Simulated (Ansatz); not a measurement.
This script drives the Ansatz DFT code, driven from Python.

`cab2.py`
```python
import ansatz as az
import numpy as np

SMEARING = "cold"
FUNCTIONAL = "pbe"
DISPERSION = "D3(BJ)"
KGRID = (6, 6, 4)

VECTORS = np.array([
    [3.22643, 0.0, 0.0],
    [-1.613215, 2.794171, 0.0],
    [0.0, 0.0, 4.067392],
])
SITES = [
    ("Ca", (0.0, 0.0, 0.0)),
    ("B", (1 / 3, 2 / 3, 0.5)),
    ("B", (2 / 3, 1 / 3, 0.5)),
]


def on_lattice(cell):
    crystal = az.Crystal(lattice=az.Lattice.of(cell))
    for symbol, position in SITES:
        crystal = crystal.atom(symbol, position)
    return crystal


def main() -> None:
    block = on_lattice(VECTORS).supercell(1, 1, 1).resolved()
    cell0 = np.array(block.lattice.vectors)
    xyz = np.array([site.position for site in block.sites]) @ cell0
    normal = np.cross(cell0[0], cell0[1])
    area = np.linalg.norm(normal)
    normal *= np.sign(normal @ cell0[2]) / area
    energies = []
    for amount in [0, 0.25, 0.5, 1.0, 2.0, 3.0]:
        cell = cell0.copy()
        cell[2] += amount * normal
        moved = az.Crystal(lattice=az.Lattice.of(cell))
        for site, fraction in zip(block.sites, xyz @ np.linalg.inv(cell)):
            moved = moved.atom(site.symbol, fraction)
        calculation = (
            moved.calculation()
            .eigensolver("davidson")
            .occupations(SMEARING, width=20 * az.meV)
            .pseudopotentials("nc")
            .functional(FUNCTIONAL, dispersion=DISPERSION)
            .kpoints(*KGRID)
        )
        energies.append(calculation.run(threads=1, pin="off").report["free_energy_ev"])
        print(f"gap {amount:4.2f} A: {(energies[-1] - energies[0]) / area * 16.02177:8.4f} J/m^2")


if __name__ == "__main__":
    main()
```

It is started by `python cab2.py`. How long does it take on 1 thread of Arm Neoverse V1 (shared host), and how much memory does it need?

It took about 25 s, with a peak of 0.37 GiB, for 6 runs of the engine.

Output of `python cab2.py`:
```text
DeckWarning: basis.ecutwfc = 1116 eV, auto-derived from the records' recommended cutoffs: set by B (normal level)
gap 0.00 A:   0.0000 J/m^2
gap 0.25 A:   0.3316 J/m^2
gap 0.50 A:   0.9587 J/m^2
gap 1.00 A:   2.3688 J/m^2
gap 2.00 A:   4.2181 J/m^2
gap 3.00 A:   4.9566 J/m^2
```
(Warnings from the package without file and line.)

The settings weren't tested for convergence. Dispersion corrections can be off by several per cent in the lattices of metals, and by several GPa in the pressure at a fixed cell. For a metal this k-point mesh is coarse: on a finer one energies can move by several to tens of meV an atom and pressures by half a GPa or more, differences at one mesh by less. This cell is a computed structure, which may not be the phase found in nature. Gaps and levels are Kohn-Sham values on a finite set of k-points. The atoms are held rigidly, so these energies lie above those of relaxed faces or faults.
